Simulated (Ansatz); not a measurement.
# Rb2YInCl6: the cost of one run

Program: Ansatz 0.2.0. Level of theory: DFT PBEsol, scalar-relativistic, plane waves, PAW. These are calculated values, not measurements.

2 further runs of the same task are left out: 2 set aside as unsound or not needed.

**1. The structure to begin with**

The structure is cubic, space group Fm-3m (No. 225). The conventional cell has a = 11.139 Å, b = 11.139 Å, c = 11.139 Å, α = 90.00°, β = 90.00°, γ = 90.00°. Around Rb (site symmetry -43m) lie 12 Cl at 3.94 Å. Y (site symmetry m-3m) is surrounded by 6 Cl at 2.60 Å. In (site symmetry m-3m) has 6 Cl at 2.97 Å as nearest neighbours. Cl (site symmetry 4mm) has 1 Y at 2.60 Å and 1 In at 2.97 Å as nearest neighbours.

Structure file:

```cif
data_structure
_symmetry_space_group_name_H-M 'Fm-3m'
_symmetry_Int_Tables_number 225
_cell_length_a 11.1386
_cell_length_b 11.1386
_cell_length_c 11.1386
_cell_angle_alpha 90.000
_cell_angle_beta 90.000
_cell_angle_gamma 90.000
_cell_volume 1381.95
loop_
_atom_site_label
_atom_site_type_symbol
_atom_site_symmetry_multiplicity
_atom_site_Wyckoff_symbol
_atom_site_fract_x
_atom_site_fract_y
_atom_site_fract_z
_atom_site_occupancy
Rb1 Rb 8 c 0.25000 0.25000 0.75000 1
Y1 Y 4 a 0.00000 0.00000 0.00000 1
In1 In 4 b 0.50000 0.00000 0.00000 1
Cl1 Cl 24 e 0.23365 0.00000 0.00000 1
```

It goes back to an entry of the Materials Project, which need not be the stable form.

It is the result of an earlier relaxation at this level (volume 34.55 Å³/atom; gap on the mesh: 2.91 eV).

**2. The reference cell**

The reference gives a free energy of -22137.6633 eV, pressure 0.00 GPa, largest force 0.001 eV/Å and gap on the mesh 2.91 eV. It was computed beforehand with the settings of the runs below.

**3. The disturbance**

The atoms are moved along a mode of 60i cm⁻¹:

```
atom  ux (Å)  uy (Å)  uz (Å)
 Rb1   0.000   0.000   0.000
 Rb2   0.000   0.000   0.000
  Y3   0.000   0.000   0.000
 In4   0.000   0.000   0.000
 Cl5   0.000  -0.150   0.000
 Cl6   0.000   0.000   0.000
 Cl7   0.000   0.150   0.000
 Cl8   0.150   0.000   0.000
 Cl9  -0.150   0.000   0.000
Cl10   0.000   0.000   0.000
```

**4. Relaxation of the disturbed structure**

Input file input.yaml:

```yaml
crystal:
  lattice:
    - [0.0, 5.5693073861, 5.5693073861]
    - [5.5693073861, 0.0, 5.5693073861]
    - [5.5693073861, 5.5693073861, 0.0]
  atoms:
    - { symbol: Rb, position: [0.75, 0.75, 0.75] }
    - { symbol: Rb, position: [0.25, 0.25, 0.25] }
    - { symbol: "Y", position: [0.0, 0.0, 0.0] }
    - { symbol: In, position: [0.5, 0.5, 0.5] }
    - { symbol: Cl, position: [0.752879526, 0.247120474, 0.2201871428] }
    - { symbol: Cl, position: [0.2336538084, 0.2336538084, 0.7663461916] }
    - { symbol: Cl, position: [0.247120474, 0.752879526, 0.7798128572] }
    - { symbol: Cl, position: [0.2201871428, 0.7798128572, 0.247120474] }
    - { symbol: Cl, position: [0.7798128572, 0.2201871428, 0.752879526] }
    - { symbol: Cl, position: [0.7663461916, 0.7663461916, 0.2336538084] }
basis:
  ecutwfc: 420
kpoints:
  mp_grid: { grid: [4, 4, 4] }
hamiltonian:
  xc: pbesol
scf:
  occupations: { method: gaussian, width: 0.05 }
output:
  forces: true
  stress: true
  eigenvalues: true
relax:
  adjacent_minimum: "off"
  f_tol: 0.008
  max_steps: 80
  cell: { stress_tol: 0.08 }
```

On the command line:

```bash
ansatz run input.yaml --threads 2 --pin off --max-ram 5120MiB --backend cpu --events-out ev --progress --plain --runs-dir out
```

**Question.** How long does this run take on 2 threads of Intel Xeon Platinum 8259CL at 2.50GHz (Skylake/Cascade Lake), shared host, and how much memory does it need?

About 92 s, with a peak of 0.8 GiB.
